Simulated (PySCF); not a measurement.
**RuF₃: relaxation and vibrations of the sextet**

Where does sextet RuF₃ go from a trigonal pyramidal start, is the end point a minimum, and what are its modes, charges and moments?

Method: PBE0, basis Ru def2-TZVP with ECP28, F def2-TZVP, scalar-relativistic core potentials, no spin–orbit coupling, density fitting; program: PySCF 2.14.0.

## Step 1: Starting geometry

4 atoms, charge 0, spin multiplicity 6.

Bond lengths: Ru1–F2 1.890 Å, Ru1–F3 1.890 Å, Ru1–F4 1.890 Å. Angles: F2–Ru1–F3 99.8°, F2–Ru1–F4 99.8°, F3–Ru1–F4 99.8°.

```xyz
4
charge 0 multiplicity 6
Ru    0.0000    0.0000    0.0000
F     1.6688    0.0000    0.8873
F    -0.8344    1.4452    0.8873
F    -0.8344   -1.4452    0.8873
```

## Step 2: The SCF at the typed geometry

The steps below are one call of a driver around PySCF. For each, scf.py gives the equivalent set-up of the SCF; relaxations use the driver's own optimiser. After this first run the driver tries any further starts and a stability analysis.

Input file scf.py:

```python
from pyscf import gto, scf, dft
mol = gto.M(atom='''
Ru     0.000000     0.000000     0.000000
F      1.668800     0.000000     0.887300
F     -0.834400     1.445200     0.887300
F     -0.834400    -1.445200     0.887300''',
    basis={'Ru': 'def2-TZVP', 'F': 'def2-TZVP'},
    ecp={'Ru': 'def2-TZVP'},
    charge=0, spin=5)
mf = dft.UKS(mol, xc='PBE0')
mf.grids.atom_grid = (50, 194)
aux = {'Ru': 'def2-universal-JKFIT', 'F': 'def2-universal-JKFIT'}
mf = mf.density_fit(auxbasis=aux)
mf.conv_tol = 1e-08
mf.diis_space = 10
mf.max_cycle = 60
mf.init_guess = 'minao'
mf.verbose = 4
mf.kernel()
```

On the command line:

```bash
OMP_NUM_THREADS=4 python axn.py task.json out
```

After this run come: Trigonal pyramidal start, sextet: relaxation; Frequencies.

What does the calculation give? Wanted: minimum; geometry; wavenumbers; dipole moment; highest occupied, lowest empty level; polar-tensor charge of Ru1; zero-point energy; atomisation energy; ⟨S²⟩.

The runs gave:

| quantity | value |
| --- | --- |
| minimum | sextet, D3h |
| geometry | Ru–F 1.912 Å (×3); F–Ru–F 120.0° (×3) |
| wavenumbers (cm⁻¹) | 54 (e'), 76 (a2''), 610 (e'), 611 (a1') |
| dipole moment | 0.00 D |
| highest occupied, lowest empty level (either spin) | -8.60, -5.46 eV |
| polar-tensor charge of Ru1 | +1.93 e |
| zero-point energy | 12.1 kJ/mol |
| entropy at 298.15 K | 342.5 J/(mol K) |
| atomisation energy (no zero-point energy) | 1138 kJ/mol |
| ⟨S²⟩ | 8.757 |

**Reading.** From C3v at the start the molecule goes to a D3h minimum. In the infrared the band at 610 cm⁻¹ (e', stretch) leads. Ru1 has a polar-tensor charge of +1.9 e (a dipole derivative, not a static charge), yet symmetry cancels the bond dipoles. Most of the spin sits on Ru1 (Mulliken spin 4.17, against 5 for the whole molecule). Only this shape and spin were tried, so other structures or states may lie lower. One determinant may miss the lowest occupation of an open d or f shell.
